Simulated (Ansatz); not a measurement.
# CH4Ge (quintet): from Hartree-Fock to the top rungs, cc-pVDZ

One table from this session's results is given with a row withheld; the runs are named, their logs left out.

Computed with Ansatz 0.2.0, Gaussian basis. Level: cc-pVDZ, core rule «outside noble gas», up to 15 orbitals frozen.

The runs, in order: UHF; CCSD(T) on ROHF; CCSD(T) on UHF; BCCD(T) on ROHF; CISD; CCSDT(Q) on ROHF; CCSDT(Q) on UHF.

17 further runs of the same task are left out: 3 that didn't finish, 14 set aside as unsound or not needed.

### The system

The geometry is a PBE0/def2-TZVP stationary point (not a proven minimum) of the parent state, kept for this charge and spin. No spin-orbit coupling is included. The filled d shell of Ge may be among the frozen orbitals whatever the setting's name suggests; the logs give the count.

6 atoms, charge 0, spin multiplicity 5.

Atoms are counted from 1 here; the program's logs count them from 0.

Bond lengths: Ge1–C2 1.925 Å, Ge1–H3 1.548 Å, Ge1–H4 1.548 Å, C2–H5 1.084 Å, C2–H6 1.087 Å. Angles: C2–Ge1–H3 111.4°, C2–Ge1–H4 111.4°, H3–Ge1–H4 108.7°, Ge1–C2–H5 122.3°, Ge1–C2–H6 121.7°, H5–C2–H6 115.9°.

As a file:

```xyz
6
charge 0, multiplicity 5
Ge    0.03069    0.00000    0.30353
C    -0.06159    0.00000   -1.61887
H    -0.64566    1.25789    0.90169
H    -0.64566   -1.25789    0.90169
H     0.82526    0.00000   -2.24189
H    -1.01209    0.00000   -2.14549
```

The first run:

File in.yaml:

```yaml
crystal:
  periodic: [false, false, false]
  atoms:
    - {symbol: Ge, position_ang: [0.030694, 0.000000, 0.303527]}
    - {symbol: C, position_ang: [-0.061588, 0.000000, -1.618867]}
    - {symbol: H, position_ang: [-0.645657, 1.257889, 0.901692]}
    - {symbol: H, position_ang: [-0.645656, -1.257890, 0.901692]}
    - {symbol: H, position_ang: [0.825261, 0.000000, -2.241892]}
    - {symbol: H, position_ang: [-1.012086, 0.000000, -2.145491]}
basis:
  gaussian: {orbitals: cc-pVDZ}
magnetization: {spin_polarized: true, initial_magnetization: 4}
hamiltonian: {xc: hf}
output: {orbitals: {seedname: orbitals}}
```

Started as:

```
$ ansatz run in.yaml --threads 1 --pin off --events-out ev --progress --plain --max-ram 2393MiB
```

Among the steps run: UHF; CCSD(T) on ROHF; CCSD(T) on UHF; BCCD(T) on ROHF; CISD; CCSDT(Q) on ROHF; CCSDT(Q) on UHF.

One table of the session follows, with a row left open; its other results are not shown here.

```
   method  from UCCSDT(Q) (meV)
     ROHF               +6584.6
      UHF               +6417.3
     RMP2               +1363.4
     UMP2               +1358.1
    RCCSD                +241.0
    UCCSD                +230.8
 RCCSD(T)                 +59.5
 UCCSD(T)                 +52.1
  BCCD(T)                 +59.3
   RCCSDT                 +16.7
   UCCSDT                  +8.5
RCCSDT(Q)                     ?
UCCSDT(Q)                     0
```

**Question.** Estimate the row for RCCSDT(Q).

**Answer.** from UCCSDT(Q) (meV): +9.2. In the column «from UCCSDT(Q) (meV)» it lies between UCCSDT (+8.5) and RCCSDT (+16.7).

Not comparable, so not listed: CISD (they don't share determinant, frozen orbitals or solution with the rows shown, or repeat one).

Caveats from the session: Restricted and unrestricted rows rest on different reference determinants; where their highest levels disagree by more than a few hundredths of an eV, they describe different states and don't form one ladder.
